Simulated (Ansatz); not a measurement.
CH₅IOSn, SMILES C[O][SnH2][I], a polarisability from point charges

Computed with Ansatz's Python interface.

`field_ch5iosn.py`:
```python
from dataclasses import dataclass
import logging
import sys

import ansatz as az
import numpy as np

logging.basicConfig(stream=sys.stdout, format="%(levelname)s:%(name)s:%(message)s")
log = logging.getLogger("ch5iosn")
log.setLevel(logging.INFO)


@dataclass
class RunConfig:
    basis: str = "def2-SVPD"
    method: str = "MP2"


cfg = RunConfig()


def main() -> None:
    geometry_ang = [
        ("C", [-0.4942, 1.2334, 0.3593]),
        ("O", [0.4748, 0.5058, 0.9194]),
        ("Sn", [0.7134, -1.0843, -0.2586]),
        ("I", [-1.327, -2.7472, -0.0165]),
        ("H", [-0.2515, 1.618, -0.6861]),
        ("H", [-0.71, 2.1906, 0.9776]),
        ("H", [-1.468, 0.7079, 0.3128]),
        ("H", [0.9496, -0.557, -1.9176]),
        ("H", [2.2013, -1.9136, 0.2926]),
    ]
    molecule = az.Crystal.molecule()
    for symbol, xyz in geometry_ang:
        molecule = molecule.atom(symbol, xyz)

    calculation = (
        molecule.calculation()
        .basis(gaussian=cfg.basis)
        .correlation(cfg.method)
        .forces()
    )
    centre = np.mean([site.position_ang for site in molecule.cartesian_sites], axis=0)
    field = 2 * 14.399645 * 2.0 / 30.0 ** 2


    def dipole(axis, sign):
        arm = 30.0 * np.eye(3)[axis]
        pair = [{"charge": sign * 2.0, "position_ang": (centre - arm).tolist()}, {"charge": -sign * 2.0, "position_ang": (centre + arm).tolist()}]
        deck = calculation.input().set(az.key.basis.gaussian.point_charges, pair)
        return np.array(az.Session.from_dict(deck).plan().execute().report["charge_distribution"]["dipole_moment_e_ang"])


    log.info(f"field {field:.4f} V/A")
    alpha = np.array([(dipole(axis, 1) - dipole(axis, -1)) / (2 * field) * 14.399645 for axis in range(3)])
    log.info("polarisability tensor (A^3)")
    print(np.array2string(alpha, precision=3, suppress_small=True))
    log.info(f"mean {np.trace(alpha) / 3:.3f} A^3 = {np.trace(alpha) / 3 / 0.14818471:.2f} bohr^3")


if __name__ == "__main__":
    main()
```

```console
$ python field_ch5iosn.py
INFO:ch5iosn:field 0.0640 V/A
INFO:ch5iosn:polarisability tensor (A^3)
[[14.28   1.408 -0.431]
 [ 1.456 15.452 -0.031]
 [-0.444 -0.036 11.629]]
INFO:ch5iosn:mean 13.787 A^3 = 93.04 bohr^3
```

The geometry is a force-field or estimated start, not a minimum of this method, and the basis set is short of its limit. The field of two point charges is only nearly even. def2 sets replace the cores of elements past krypton by effective core potentials. Wall time of the script: 120 s on 1 thread of Arm Neoverse V1 (shared host), peak memory 0.61 GiB.

(Lines on the test bed's own set-up are left out of the output.)
